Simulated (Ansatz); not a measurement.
# HfGeRh, space group Pnma: a conversion between chain and input file

Computed with the Ansatz DFT code, driven from Python.

The script reads `hfgerh.cif`:
```cif
data_HfGeRh
_cell_length_a 6.541319
_cell_length_b 3.961549
_cell_length_c 7.549553
_cell_angle_alpha 90.00000
_cell_angle_beta 90.00000
_cell_angle_gamma 90.00000
_symmetry_space_group_name_H-M 'P 1'
_symmetry_Int_Tables_number 1
loop_
_symmetry_equiv_pos_as_xyz
'x, y, z'
loop_
_atom_site_label
_atom_site_type_symbol
_atom_site_fract_x
_atom_site_fract_y
_atom_site_fract_z
Hf1 Hf    0.524149    0.250000    0.308178
Hf2 Hf    0.024149    0.250000    0.191822
Hf3 Hf    0.475851    0.750000    0.691822
Hf4 Hf    0.975851    0.750000    0.808178
Ge5 Ge    0.762981    0.250000    0.615240
Ge6 Ge    0.262981    0.250000    0.884760
Ge7 Ge    0.237019    0.750000    0.384760
Ge8 Ge    0.737019    0.750000    0.115240
Rh9 Rh    0.646267    0.250000    0.932209
Rh10 Rh    0.146267    0.250000    0.567791
Rh11 Rh    0.353733    0.750000    0.067791
Rh12 Rh    0.853733    0.750000    0.432209
```

At the Python prompt:
```pycon
>>> import ansatz as az
>>> from ase.io import read
>>> KGRID = (4, 5, 3)
>>> FILLING = "fermi_dirac"
>>> atoms = read("hfgerh.cif")
>>> crystal = az.Crystal.from_ase(atoms)
>>> calculation = (
...     crystal.calculation()
...     .kpoints(*KGRID)
...     .occupations(FILLING)
...     .forces()
...     .stress()
... )
>>> print(calculation.to_yaml(atoms="all"))
crystal:
  lattice:
    - [6.541319, 0.0, 0.0]
    - [0.0, 3.961549, 0.0]
    - [0.0, 0.0, 7.549553]
  atoms:
    - { symbol: Hf, position: [0.524149, 0.25, 0.308178] }
    - { symbol: Hf, position: [0.024149, 0.25, 0.191822] }
    - { symbol: Hf, position: [0.475851, 0.7500000000000001, 0.691822] }
    - { symbol: Hf, position: [0.9758509999999999, 0.7500000000000001, 0.808178] }
    - { symbol: Ge, position: [0.762981, 0.25, 0.6152400000000001] }
    - { symbol: Ge, position: [0.262981, 0.25, 0.88476] }
    - { symbol: Ge, position: [0.23701899999999998, 0.7500000000000001, 0.38476] }
    - { symbol: Ge, position: [0.737019, 0.7500000000000001, 0.11524] }
    - { symbol: Rh, position: [0.646267, 0.25, 0.932209] }
    - { symbol: Rh, position: [0.146267, 0.25, 0.567791] }
    - { symbol: Rh, position: [0.353733, 0.7500000000000001, 0.067791] }
    - { symbol: Rh, position: [0.853733, 0.7500000000000001, 0.432209] }
kpoints:
  mp_grid:
    grid: [4, 5, 3]
scf:
  occupations:
    method: fermi_dirac
output:
  forces: true
  stress: true
```

The input is only written out: it wasn't run, and its settings aren't tested. The structure comes from a database and needn't be a stable phase.
